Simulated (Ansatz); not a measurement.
# ClH₅OSi₂: basis-set convergence

An exercise on one series of results from a longer session: the logs are not shown, and one member is left open.

Computed with Ansatz 0.2.0, Gaussian basis. Level: one geometry, several basis sets.

The runs, in order: PBE0-D4/def2-SVP; ωB97M-V/def2-SVP; PBE0-D4/def2-QZVPP; ωB97M-V/def2-QZVPP; the functionals' def2-TZVPP values are taken from earlier runs.

**Structure used throughout**

An earlier PBE0-D4 in a triple-zeta def2 set relaxation fixed the geometry.

SMILES `O[SiH]([SiH3])Cl`, 9 atoms, charge 0, spin multiplicity 1.

Atoms are counted from 1 here; the program's logs count them from 0.

Bond lengths: O1–Si2 1.639 Å, O1–H5 0.959 Å, Si2–Si3 2.335 Å, Si2–Cl4 2.068 Å, Si2–H6 1.486 Å, Si3–H7 1.487 Å, Si3–H8 1.485 Å, Si3–H9 1.487 Å. Angles: Si2–O1–H5 118.4°, O1–Si2–Si3 107.4°, O1–Si2–Cl4 110.6°, O1–Si2–H6 111.0°, Si3–Si2–Cl4 108.6°, Si3–Si2–H6 114.5°, Cl4–Si2–H6 104.7°, Si2–Si3–H7 110.4°, Si2–Si3–H8 109.5°, Si2–Si3–H9 108.6°, H7–Si3–H8 109.7°, H7–Si3–H9 109.1°, H8–Si3–H9 109.5°.

Geometry (Å):

```xyz
9
charge 0, multiplicity 1
O     0.5169    0.9421   -1.6063
Si   -0.2656    0.7998   -0.1732
Si    0.3519   -1.2502    0.7593
Cl   -2.3134    0.8058   -0.4590
H     0.3740    1.7350   -2.1268
H    -0.0029    1.9758    0.6971
H     1.8199   -1.2918    0.9925
H    -0.0397   -2.3504   -0.1587
H    -0.3527   -1.4123    2.0582
```

The first run:

File in.yaml:

```yaml
crystal:
  periodic: [false, false, false]
  atoms:
    - {symbol: O, position_ang: [0.516926, 0.942062, -1.606350]}
    - {symbol: Si, position_ang: [-0.265634, 0.799784, -0.173182]}
    - {symbol: Si, position_ang: [0.351899, -1.250228, 0.759305]}
    - {symbol: Cl, position_ang: [-2.313364, 0.805769, -0.459027]}
    - {symbol: H, position_ang: [0.374027, 1.735029, -2.126848]}
    - {symbol: H, position_ang: [-0.002934, 1.975785, 0.697069]}
    - {symbol: H, position_ang: [1.819895, -1.291757, 0.992457]}
    - {symbol: H, position_ang: [-0.039653, -2.350404, -0.158748]}
    - {symbol: H, position_ang: [-0.352662, -1.412341, 2.058223]}
basis:
  gaussian: {orbitals: def2-SVP}
hamiltonian: {xc: pbe0, dispersion: d4}
output: {orbitals: {seedname: orbitals}}
```

Among the steps run: PBE0-D4 in def2-SVP; ωB97M-V in def2-SVP; PBE0-D4 in def2-QZVPP; ωB97M-V in def2-QZVPP.

One of the session's tables, all rows but one given; the rest of the session is left out.

It belongs to the step «Density functionals: the series». 

```
functional       basis  HOMO (eV)  LUMO (eV)
   PBE0-D4    def2-SVP          ?          ?
   PBE0-D4  def2-TZVPP      -8.14      -0.35
   PBE0-D4  def2-QZVPP      -8.17      -0.49
   ωB97M-V    def2-SVP     -10.08       1.93
   ωB97M-V  def2-TZVPP     -10.21       1.35
   ωB97M-V  def2-QZVPP     -10.24       1.01
```

Q: Estimate the row for PBE0-D4, def2-SVP from the others.

The run gave: HOMO (eV): -8.05; LUMO (eV): 0.05. In the column «HOMO (eV)» it is the highest.
